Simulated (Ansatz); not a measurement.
# Mo2Cl: the cost of one run

Computed with Ansatz 0.2.0 (DFT PBE, scalar-relativistic, plane waves, PAW, unless a step names another level, unless a step's input says otherwise).

10 further runs of the same task are left out: 5 that didn't finish, 5 set aside as unsound or not needed.

## (1) The system as given

Symmetry: P4/nmm, No. 129, tetragonal system. The conventional cell has a = 3.118 Å, b = 3.118 Å, c = 11.976 Å, α = 90.00°, β = 90.00°, γ = 90.00°. Mo (site symmetry 4mm) has 4 Mo at 2.68 Å and 4 Cl at 2.80 Å as nearest neighbours. Mo (site symmetry 4mm) is surrounded by 8 Mo at 2.68 to 2.71 Å. Cl (site symmetry 4mm) has 4 Mo at 2.80 Å as nearest neighbours.

As a file:

```cif
data_structure
_symmetry_space_group_name_H-M 'P 1'
_symmetry_Int_Tables_number 1
_cell_length_a 3.1180
_cell_length_b 3.1180
_cell_length_c 11.9755
_cell_angle_alpha 90.000
_cell_angle_beta 90.000
_cell_angle_gamma 90.000
_cell_volume 116.43
loop_
_atom_site_label
_atom_site_type_symbol
_atom_site_fract_x
_atom_site_fract_y
_atom_site_fract_z
_atom_site_occupancy
Mo1 Mo 0.50000 0.00000 0.80597 1
Mo2 Mo 0.00000 0.50000 0.93393 1
Mo3 Mo 0.00000 0.50000 0.19403 1
Mo4 Mo 0.50000 0.00000 0.06607 1
Cl1 Cl 0.00000 0.50000 0.66138 1
Cl2 Cl 0.50000 0.00000 0.33862 1
```

It came out lowest among 16 distinct ends of the trial cells. At a tolerance of 0.05 Å it has space group P4/nmm (No. 129).

## (2) A stricter relaxation, on the response runs' mesh and smearing

Input file input.yaml:

```yaml
crystal:
  lattice:
    - [3.1180037137, 0.0, 0.0]
    - [0.0, 3.1180037137, 0.0]
    - [0.0, 0.0, 11.9755142513]
  atoms:
    - { symbol: Mo, position: [0.5, 0.0, 0.8059667801] }
    - { symbol: Mo, position: [0.0, 0.5, 0.9339273089] }
    - { symbol: Mo, position: [0.0, 0.5, 0.1940332199] }
    - { symbol: Mo, position: [0.5, 0.0, 0.0660726911] }
    - { symbol: Cl, position: [0.0, 0.5, 0.661376635] }
    - { symbol: Cl, position: [0.5, 0.0, 0.338623365] }
basis:
  ecutwfc: 420
kpoints:
  mp_grid: { grid: [10, 10, 4] }
hamiltonian:
  xc: pbe
scf:
  occupations: { method: gaussian, width: 0.1 }
output:
  forces: true
  stress: true
  eigenvalues: true
relax:
  adjacent_minimum: "off"
  f_tol: 0.001
  max_steps: 60
  cell: { stress_tol: 0.01 }
```

Launch:

```
ansatz run input.yaml --threads 3 --pin off --max-ram 7680MiB --backend cpu --events-out ev --progress --plain --runs-dir out
```

**Question.** How long does this run take on 3 threads of AMD EPYC (Zen 3), shared host, and how much memory does it need?

About 42 s, with a peak of 0.6 GiB.
